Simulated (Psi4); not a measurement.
**triplet GaH2OF at 6 levels**

We compute a comparison of 6 runs (U-r2SCAN/cc-pVDZ, U-wB97X/cc-pVDZ, UBHLYP/cc-pVDZ, UM06-L/cc-pVDZ, UPBE0/cc-pVDZ, UTPSS/cc-pVDZ) of triplet GaH2OF. 

Program for the calculation: Psi4 1.11.

## Step 1: Starting point

GaH2OF has 5 atoms, charge 0, and is taken as a triplet. As SMILES of the parent species, `[OH][GaH][F]`. The coordinates come from a PBE0-D4/def2-TZVP relaxation. This is one conformer, not always the lowest. That shape belongs to the parent species and isn't relaxed for this state.

Bond lengths: O1–Ga2 1.771 Å, Ga2–F3 1.746 Å, O1–H4 0.959 Å, Ga2–H5 1.545 Å. Angles: O1–Ga2–F3 111.1°, O1–Ga2–H5 128.8°, F3–Ga2–H5 120.0°, Ga2–O1–H4 114.5°.

## Step 2: Energy and gradient at U-r2SCAN/cc-pVDZ (run 1)

job.inp reads:

```
memory 2200 mb

molecule {
  0 3
  O     -2.13614641    -1.11248177    -0.53630427
  Ga     0.72508791     0.53006818     0.02947973
  F      0.82826696     3.35955510    -1.66522666
  H     -2.28770245    -2.68473391     0.35375673
  H      2.96498029    -0.23168042     1.74024879
  units au
  symmetry c1
}

set {
  basis                cc-pVDZ
  reference            uks
  puream               true
  e_convergence        1e-09
  d_convergence        1e-08
  scf_type             pk
  dft_radial_points    99
  dft_spherical_points 590
  maxiter              100
}

energy_value, wavefunction = gradient("r2scan", return_wfn=True)
oeprop(wavefunction, "LOWDIN_CHARGES", "DIPOLE", "MAYER_INDICES", title="R2SCAN")
```

On the command line:

```console
$ psi4 -i job.inp -o job.out -n 1
```

job.out:

```text
[...]
  Running in c1 symmetry.
[...]
  Nuclear repulsion =  198.339104522088945
[...]
  Multiplicity = 3
[...]
  Nalpha       = 26
  Nbeta        = 24
[...]
    Number of basis functions: 65
[...]
   @UKS iter   1: -2099.88440077499217   -2.60335e+00   1.92018e-02 DIIS/ADIIS
[...]
   @UKS iter  31: -2100.84093552823106   -2.27374e-12   6.14553e-09 DIIS
[...]
   @S^2 Observed:                2.006052729E+00
[...]
    Orbital Energies [Eh]
    ---------------------
    Alpha Occupied:
       1A   -372.067057     2A    -45.813809     3A    -40.538116
       4A    -40.536879     5A    -40.536342     6A    -24.495259
       7A    -19.065944     8A     -5.498804     9A     -3.763921
      10A     -3.762475    11A     -3.759553    12A     -1.123701
      13A     -1.044269    14A     -0.809664    15A     -0.803186
      16A     -0.800997    17A     -0.799712    18A     -0.797607
      19A     -0.533659    20A     -0.461572    21A     -0.411815
      22A     -0.384736    23A     -0.373706    24A     -0.367521
      25A     -0.351967    26A     -0.093581
    Alpha Virtual:
[...]
  @UKS Final Energy: -2100.84093552823106
   => Energetics <=
    Nuclear Repulsion Energy =            198.3391045220889453
    One-Electron Energy =               -3321.9890399702453578
    Two-Electron Energy =                1117.5095307253611736
    DFT Exchange-Correlation Energy =     -94.7005308054358181
    Empirical Dispersion Energy =           0.0000000000000000
    VV10 Nonlocal Energy =                  0.0000000000000000
    Total Energy =                      -2100.8409355282310571
[...]
  -Total Gradient:
     Atom            X                  Y                   Z
    ------   -----------------  -----------------  -----------------
       1        0.033849239698     0.019749620941     0.013060682865
       2       -0.035173110169    -0.014219963924    -0.012434978881
       3       -0.002246908966    -0.023363182622     0.011764587001
       4        0.007416082467     0.012273975195    -0.008517820777
       5       -0.003795266403     0.005631388249    -0.003893858183
[...]
 Multipole Moments:
 ------------------------------------------------------------------------------------
     Multipole            Electronic (a.u.)      Nuclear  (a.u.)        Total (a.u.)
 ------------------------------------------------------------------------------------
 L = 1.  Multiply by 2.5417464519 to convert [e a0] to [Debye]
 Dipole X            :          1.4366660           -1.6910212           -0.2543553
 Dipole Y            :          1.5411700           -2.7318160           -1.1906459
 Dipole Z            :         -0.0344029            0.7562426            0.7218396
 Magnitude           :                                                    1.4154105
[...]
```

It took 2 min on 1 thread of Intel Xeon Platinum 8259CL at 2.50GHz (Skylake/Cascade Lake), shared host; peak memory 1.6 GiB.

## Step 3: The energy at U-wB97X/cc-pVDZ (run 2)

run.py reads:

```python
import psi4

psi4.set_memory(2200000000)
psi4.set_num_threads(1)
psi4.set_output_file('run.log', False)

molecule = psi4.geometry("""
0 3
O
Ga 1 1.771341
F 2 1.746178 1 111.14217
H 1 0.959425 2 114.45664 3 -179.98694
H 2 1.54499 3 120.04423 1 -179.99747
symmetry c1
no_reorient
no_com
""")

psi4.set_options({
    'basis': 'cc-pVDZ',
    'reference': 'uks',
    'puream': True,
    'e_convergence': 1e-09,
    'd_convergence': 1e-08,
    'scf_type': 'pk',
    'dft_radial_points': 99,
    'dft_spherical_points': 590,
    'maxiter': 100,
})

e = psi4.energy('wb97x')
print('E =', round(e, 9))
for k, v in sorted(psi4.core.scalar_variables().items()):
    print(f'{k:45s} {v:18.10f}')
```

On the command line:

```console
$ python run.py
```

run.log:

```text
[...]
  Running in c1 symmetry.
[...]
  Nuclear repulsion =  198.339106468421306
[...]
  Multiplicity = 3
[...]
  Nalpha       = 26
  Nbeta        = 24
[...]
    Number of basis functions: 65
[...]
   @UKS iter   1: -2100.21475768165101   -3.41148e+00   1.62319e-02 DIIS/ADIIS
[...]
   @UKS iter  28: -2100.90014887340703   -4.91127e-11   3.56726e-09 DIIS
[...]
   @S^2 Observed:                2.007645858E+00
[...]
    Orbital Energies [Eh]
    ---------------------
    Alpha Occupied:
       1A   -372.423302     2A    -45.990589     3A    -40.746283
       4A    -40.744107     5A    -40.742832     6A    -24.693924
       7A    -19.435278     8A     -5.628077     9A     -3.916030
      10A     -3.912812    11A     -3.909832    12A     -1.325672
      13A     -1.237624    14A     -0.976451    15A     -0.971111
      16A     -0.970377    17A     -0.962885    18A     -0.960622
      19A     -0.771880    20A     -0.684358    21A     -0.654825
      22A     -0.536468    23A     -0.482589    24A     -0.477822
      25A     -0.440308    26A     -0.174960
    Alpha Virtual:
[...]
  @UKS Final Energy: -2100.90014887340703
   => Energetics <=
    Nuclear Repulsion Energy =            198.3391064684213063
    One-Electron Energy =               -3322.1359851869128761
    Two-Electron Energy =                1096.2936817714125937
    DFT Exchange-Correlation Energy =     -73.3969519263282422
    Empirical Dispersion Energy =           0.0000000000000000
    VV10 Nonlocal Energy =                  0.0000000000000000
    Total Energy =                      -2100.9001488734070335
[...]
 Multipole Moments:
 ------------------------------------------------------------------------------------
     Multipole            Electronic (a.u.)      Nuclear  (a.u.)        Total (a.u.)
 ------------------------------------------------------------------------------------
 L = 1.  Multiply by 2.5417464519 to convert [e a0] to [Debye]
 Dipole X            :          0.0004132            0.0002558            0.0006689
 Dipole Y            :         -0.7135669            1.9566879            1.2431209
 Dipole Z            :          0.6426672           -2.6581286           -2.0154615
 Magnitude           :                                                    2.3680023
[...]
```

Standard output:

```text
E = -2100.900148873
CURRENT ENERGY                                  -2100.9001488734
CURRENT REFERENCE ENERGY                        -2100.9001488734
DD SOLVATION ENERGY                                 0.0000000000
DFT FUNCTIONAL TOTAL ENERGY                     -2100.9001488734
DFT TOTAL ENERGY                                -2100.9001488734
DFT VV10 ENERGY                                     0.0000000000
DFT XC ENERGY                                     -73.3969519263
GRID ELECTRONS ALPHA                               25.9999995833
GRID ELECTRONS BETA                                24.0000000423
GRID ELECTRONS TOTAL                               49.9999996256
NUCLEAR REPULSION ENERGY                          198.3391064684
ONE-ELECTRON ENERGY                             -3322.1359851869
PCM POLARIZATION ENERGY                             0.0000000000
PE ENERGY                                           0.0000000000
SCF ITERATION ENERGY                            -2100.9001488734
SCF ITERATIONS                                     28.0000000000
SCF TOTAL ENERGY                                -2100.9001488734
TWO-ELECTRON ENERGY                              1096.2936817714
XC GRID RADIAL POINTS                              99.0000000000
XC GRID SPHERICAL POINTS                          590.0000000000
XC GRID TOTAL POINTS                           280573.0000000000
```

Run time: 56 s. Hardware: 1 thread of Intel Xeon Platinum 8259CL at 2.50GHz (Skylake/Cascade Lake), shared host; peak memory 0.92 GiB.

## Step 4: A single-point energy at UBHLYP/cc-pVDZ (run 3)

job.inp reads:

```
memory 2200 MB

molecule system {
  0 3
  O     -1.130400    -0.588700    -0.283800
  Ga     0.383700     0.280500     0.015600
  F      0.438300     1.777800    -0.881200
  H     -1.210600    -1.420700     0.187200
  H      1.569000    -0.122600     0.920900
  symmetry c1
}

set reference uks
set puream true
set e_convergence 1e-09
set d_convergence 1e-08
set scf_type pk
set dft_radial_points 99
set dft_spherical_points 590
set maxiter 100

energy("bhhlyp/cc-pVDZ")
```

On the command line:

```console
$ psi4 job.inp job.out -n 1
```

job.out:

```text
[...]
  Running in c1 symmetry.
[...]
  Nuclear repulsion =  198.339104248547613
[...]
  Multiplicity = 3
[...]
  Nalpha       = 26
  Nbeta        = 24
[...]
    Number of basis functions: 65
[...]
   @UKS iter   1: -2100.15014828784069   -3.51306e+00   1.59286e-02 ADIIS/DIIS
[...]
   @UKS iter  19: -2100.81058713975244   -1.09139e-11   7.69594e-09 DIIS
[...]
   @S^2 Observed:                2.012843971E+00
[...]
    Orbital Energies [Eh]
    ---------------------
    Alpha Occupied:
       1A   -375.003566     2A    -46.825125     3A    -41.418787
       4A    -41.416079     5A    -41.414869     6A    -25.236762
       7A    -19.934542     8A     -5.878127     9A     -4.090832
      10A     -4.089121    11A     -4.084864    12A     -1.360545
      13A     -1.258467    14A     -1.013447    15A     -1.009262
      16A     -1.008588    17A     -1.001946    18A     -0.998295
      19A     -0.756382    20A     -0.687791    21A     -0.640258
      22A     -0.498098    23A     -0.450101    24A     -0.441915
      25A     -0.398304    26A     -0.134798
    Alpha Virtual:
[...]
  @UKS Final Energy: -2100.81058713975244
   => Energetics <=
    Nuclear Repulsion Energy =            198.3391042485476135
    One-Electron Energy =               -3322.8476542818998496
    Two-Electron Energy =                1072.2436502813422976
    DFT Exchange-Correlation Energy =     -48.5456873877428023
    Empirical Dispersion Energy =           0.0000000000000000
    VV10 Nonlocal Energy =                  0.0000000000000000
    Total Energy =                      -2100.8105871397528972
[...]
 Multipole Moments:
 ------------------------------------------------------------------------------------
     Multipole            Electronic (a.u.)      Nuclear  (a.u.)        Total (a.u.)
 ------------------------------------------------------------------------------------
 L = 1.  Multiply by 2.5417464519 to convert [e a0] to [Debye]
 Dipole X            :          0.2571446           -1.6910212           -1.4338767
 Dipole Y            :          0.6463724           -2.7318160           -2.0854435
 Dipole Z            :         -0.2563542            0.7562426            0.4998884
 Magnitude           :                                                    2.5797220
[...]
```

It took 29 s on 1 thread of Intel Xeon Platinum 8259CL at 2.50GHz (Skylake/Cascade Lake), shared host; peak memory 0.9 GiB.

Runs 4 to 5 aren't shown in full; the table further down has their settings and results.

## Step 5: Energy and gradient at UTPSS/cc-pVDZ (run 6)

fgah2o.dat reads:

```
memory 2.2 GB

molecule {
  0 3
  O     -1.130400    -0.588700    -0.283800
  Ga     0.383700     0.280500     0.015600
  F      0.438300     1.777800    -0.881200
  H     -1.210600    -1.420700     0.187200
  H      1.569000    -0.122600     0.920900
  symmetry c1
}

set {
  basis cc-pVDZ
  reference uks
  puream true
  e_convergence 1e-09
  d_convergence 1e-08
  scf_type pk
  dft_radial_points 99
  dft_spherical_points 590
  maxiter 100
}

energy_value, wavefunction = gradient('tpss', return_wfn=True)
```

On the command line:

```console
$ psi4 -i fgah2o.dat -o fgah2o.out -n 1
```

fgah2o.out:

```text
[...]
  Running in c1 symmetry.
[...]
  Nuclear repulsion =  198.339104248547613
[...]
  Multiplicity = 3
[...]
  Nalpha       = 26
  Nbeta        = 24
[...]
    Number of basis functions: 65
[...]
   @UKS iter   1: -2099.92092050266410   -2.45243e+00   1.97054e-02 ADIIS/DIIS
[...]
   @UKS iter  30: -2100.94012238585810   -2.27374e-12   9.83725e-09 DIIS
[...]
   @S^2 Observed:                2.004437021E+00
[...]
    Orbital Energies [Eh]
    ---------------------
    Alpha Occupied:
       1A   -371.636645     2A    -45.522277     3A    -40.292110
       4A    -40.290911     5A    -40.290430     6A    -24.425258
       7A    -18.993902     8A     -5.374213     9A     -3.674333
      10A     -3.673152    11A     -3.670339    12A     -1.092118
      13A     -1.009923    14A     -0.781356    15A     -0.775238
      16A     -0.772993    17A     -0.771912    18A     -0.769898
      19A     -0.518816    20A     -0.447127    21A     -0.396415
      22A     -0.374070    23A     -0.360477    24A     -0.356780
      25A     -0.339107    26A     -0.085435
    Alpha Virtual:
[...]
  @UKS Final Energy: -2100.94012238585810
   => Energetics <=
    Nuclear Repulsion Energy =            198.3391042485476135
    One-Electron Energy =               -3321.5278877154069050
    Two-Electron Energy =                1117.0201047198661399
    DFT Exchange-Correlation Energy =     -94.7714436388651507
    Empirical Dispersion Energy =           0.0000000000000000
    VV10 Nonlocal Energy =                  0.0000000000000000
    Total Energy =                      -2100.9401223858581034
[...]
 Multipole Moments:
 ------------------------------------------------------------------------------------
     Multipole            Electronic (a.u.)      Nuclear  (a.u.)        Total (a.u.)
 ------------------------------------------------------------------------------------
 L = 1.  Multiply by 2.5417464519 to convert [e a0] to [Debye]
 Dipole X            :          1.4002009           -1.6910212           -0.2908203
 Dipole Y            :          1.6227865           -2.7318160           -1.1090295
 Dipole Z            :         -0.0831035            0.7562426            0.6731391
 Magnitude           :                                                    1.3295259
[...]
  -Total Gradient:
     Atom            X                  Y                   Z
    ------   -----------------  -----------------  -----------------
       1        0.039749066579     0.015526258554     0.018036440285
       2       -0.038454224574    -0.009067489908    -0.015560366696
       3       -0.002429589997    -0.030235458625     0.015485122607
       4        0.007145813025     0.018387142134    -0.012205354288
       5       -0.005909433255     0.005389789001    -0.005703050836
[...]
```

Run time: 2.3 min. Hardware: 1 thread of Intel Xeon Platinum 8259CL at 2.50GHz (Skylake/Cascade Lake), shared host; peak memory 1.6 GiB.

## Step 6: All runs side by side

```tsv
run	level	task	properties	energy (Eh)	dipole moment (D)	HOMO energy (eV)	⟨S²⟩	wall time
1	U-r2SCAN/cc-pVDZ	gradient	(lowdin, dipole, mayer)	-2100.840936	3.60	-2.55	2.006	2 min
2	U-wB97X/cc-pVDZ	energy	–	-2100.900149	6.02	-4.76	2.008	56 s
3	UBHLYP/cc-pVDZ	energy	–	-2100.810587	6.56	-3.67	2.013	29 s
4	UM06-L/cc-pVDZ	gradient	(mayer, wiberg, dipole)	-2100.845521	3.58	-2.11	2.006	99 s
5	UPBE0/cc-pVDZ	gradient	–	-2100.481459	5.12	-3.10	2.010	68 s
6	UTPSS/cc-pVDZ	gradient	–	-2100.940122	3.38	-2.32	2.004	2.3 min
```

## Step 7: What came out

| quantity | value |
| --- | --- |
| run 6: total energy | -2100.94012 Eh |
| run 6: dipole moment | 3.38 D |
| run 6: HOMO energy (highest over α and β) | -2.32 eV |
| run 6: ⟨S²⟩ | 2.004 |
| run 6: largest force on an atom | 2.382 eV/Å |

What this shows: The dipole moment (its size) runs from 3.38 D (UTPSS/cc-pVDZ) to 6.56 D (UBHLYP/cc-pVDZ). Totals of different functionals can't be ranked against each other. All runs together took 8.4 min, the longest 2.3 min.
